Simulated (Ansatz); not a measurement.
# Sn3PbS4: the cost of one run

Program: Ansatz 0.2.0. Level of theory: DFT LDA, scalar-relativistic, plane waves, PAW. These are calculated values, not measurements.

1 further run of the same task is left out (set aside as unsound or not needed). Runs told in other sessions of the task aren't counted.

## Step 1: The system as given

It takes space group Cm (No. 8, monoclinic). Conventional cell: a = 12.451 Å, b = 8.283 Å, c = 4.201 Å, α = 90.00°, β = 107.05°, γ = 90.00°. Sn (site symmetry 1) has 3 S at 2.59 to 2.78 Å in its first shell of neighbours. Sn (site symmetry m) has 5 S at 2.62 to 3.00 Å in its first shell of neighbours. Pb (site symmetry m) is surrounded by 5 S at 2.74 to 3.03 Å. S (site symmetry 1) is surrounded by 3 Sn at 2.59 to 3.00 Å and 2 Pb at 2.97 to 3.03 Å. Around S (site symmetry m) lie 3 Sn at 2.62 to 2.78 Å. S (site symmetry m) has 2 Sn at 2.74 Å and 1 Pb at 2.74 Å in its first shell of neighbours.

As a file:

```
CELL_PARAMETERS angstrom
6.22529 -4.14164 0.00000
6.22529 4.14164 0.00000
-1.23206 0.00000 4.01630
ATOMIC_POSITIONS crystal
Sn 0.98971 0.49687 0.06089
Sn 0.00410 0.00410 0.39086
Sn 0.49687 0.98971 0.06089
Pb 0.49544 0.49544 0.39323
S 0.27164 0.78161 0.93138
S 0.22415 0.22415 0.61412
S 0.72538 0.72538 0.61483
S 0.78161 0.27164 0.93138
```

It is the end of an earlier relaxation with the same method, from a generated guess; it needn't be the stable form of this composition. At a tolerance of 0.02 Å it has space group Cm (No. 8); it has 25.89 Å³/atom, an uncorrected energy of -0.46 eV/atom over the elements and, on its mesh, gap 0.65 eV.

## Step 2: The same geometry with LDA

File input.yaml:

```yaml
crystal:
  lattice:
    - [6.2252868, -4.14164, 0.0]
    - [6.2252868, 4.14164, 0.0]
    - [-1.2320641, 0.0, 4.0163001]
  atoms:
    - { symbol: Sn, position: [0.989706, 0.496869, 0.060893] }
    - { symbol: Sn, position: [0.004103, 0.004103, 0.390856] }
    - { symbol: Sn, position: [0.496869, 0.989706, 0.060893] }
    - { symbol: Pb, position: [0.495439, 0.495439, 0.393228] }
    - { symbol: S, position: [0.271643, 0.781611, 0.93138] }
    - { symbol: S, position: [0.224147, 0.224147, 0.614124] }
    - { symbol: S, position: [0.72538, 0.72538, 0.614827] }
    - { symbol: S, position: [0.781611, 0.271643, 0.93138] }
basis:
  ecutwfc: 420
kpoints:
  mp_grid: { grid: [4, 4, 8] }
  band_path:
    path:
      - [[0.0, 0.0, 0.0], [-0.37106681, 0.37106681, 0.0]]
      - [[0.37106681, 0.62893319, 0.0], [0.5, 0.5, 0.0], [0.0, 0.0, 0.0], [0.5, 0.5, -0.5], [0.2658376, 0.7341624, -0.5]]
      - [[-0.2658376, 0.2658376, -0.5], [0.0, 0.0, -0.5], [0.0, 0.0, 0.0]]
      - [[0.0, 0.5, -0.5], [0.0, 0.0, 0.0], [0.0, 0.5, 0.0]]
    npoints: 14
hamiltonian:
  xc: lda
scf:
  occupations: { method: gaussian, width: 0.02 }
  n_extra_bands: 20
output:
  forces: true
  stress: true
  eigenvalues: true
  populations: true
  dos: { projected: true, de: 0.02, nscf_kmesh: { grid: [6, 6, 12] } }
  bader: true
```

The run is started by

```sh
ansatz run input.yaml --threads 4 --pin off --max-ram 8192MiB --backend cpu --events-out ev --progress --plain --runs-dir out
```

Q: Estimate wall time and peak memory on 4 threads of Arm Neoverse N1, shared host.

About 2.9 min, with a peak of 1.3 GiB.
